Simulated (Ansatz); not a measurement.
**AlGaH (quartet): RPA-PBE over a scan of the distance Ga2–H3, 6-31G**

How well do these functionals follow the top wave-function level for AlGaH (quartet) over a scan of the distance Ga2–H3?

The runs use Ansatz 0.2.0, Gaussian basis; 6-31G, all electrons in the functionals, frozen cores in the correlation of double hybrids and RPA.

To be run: RPA-PBE, at 1.221 Å; 1.381 Å; 1.559 Å; 1.673 Å; 1.946 Å; 2.121 Å; 2.516 Å; 2.884 Å; 3.387 Å; 4.264 Å; 5.305 Å.

23 further runs of the same task are left out: 2 for a known fault of the program, 17 that didn't finish, 4 set aside as unsound or not needed.

### 1 The geometry

The geometry derives from a PBE0/def2-TZVP stationary point (not a proven minimum). One bond is set to the value named and the two fragments are kept rigid. No spin-orbit coupling is included. The filled d shell of Ga may be among the frozen orbitals whatever the setting's name suggests; the logs give the count.

3 atoms, charge 0, spin multiplicity 4.

Atoms are counted from 1 here; the program's logs count them from 0.

Bond lengths: Al1–Ga2 2.308 Å, Ga2–H3 1.559 Å. Angles: Al1–Ga2–H3 180.0°.

No dispersion term is added.

The geometry shown and the zero of energy belong to the point 1.559 Å. The yardstick, FCI, and other wave-function levels (R restricted, U unrestricted, valence and pair active spaces) come from earlier runs.

### 2 RPA-PBE, 1.221 Å

Input file in.yaml:

```yaml
crystal:
  periodic: [false, false, false]
  atoms:
    - {symbol: Al, position_ang: [0.000000, 0.000000, 1.945933]}
    - {symbol: Ga, position_ang: [0.000000, 0.000000, -0.362467]}
    - {symbol: H, position_ang: [0.000000, 0.000000, -1.583467]}
basis:
  gaussian: {orbitals: 6-31G}
magnetization: {spin_polarized: true, initial_magnetization: 3}
hamiltonian: {xc: {name: PBE}}
correlation: {method: rpa, electrons: outside_noble_gas}
```

Run with:

```sh
> ansatz run in.yaml --threads 1 --pin off --events-out ev --progress --plain --max-ram 2393MiB
```

Further steps of the session: RPA-PBE, 1.381 Å; RPA-PBE, 1.559 Å; RPA-PBE, 1.673 Å; RPA-PBE, 1.946 Å; RPA-PBE, 2.121 Å; RPA-PBE, 2.516 Å; RPA-PBE, 2.884 Å; RPA-PBE, 3.387 Å; RPA-PBE, 4.264 Å; RPA-PBE, 5.305 Å.

**Question.** What will the summary of the whole plan be? Wanted: span of the FCI curve; largest miss, RPA-PBE.

As calculated:

| quantity | value |
| --- | --- |
| span of the FCI curve | 162.9 kJ/mol |
| largest miss, RPA-PBE | -21.6 kJ/mol (5.305 Å) |

What this shows: RPA-PBE strays by up to 21.6 kJ/mol, at 5.305 Å. Functionals and the yardstick converge differently with the basis, so part of each miss in 6-31G is the basis.
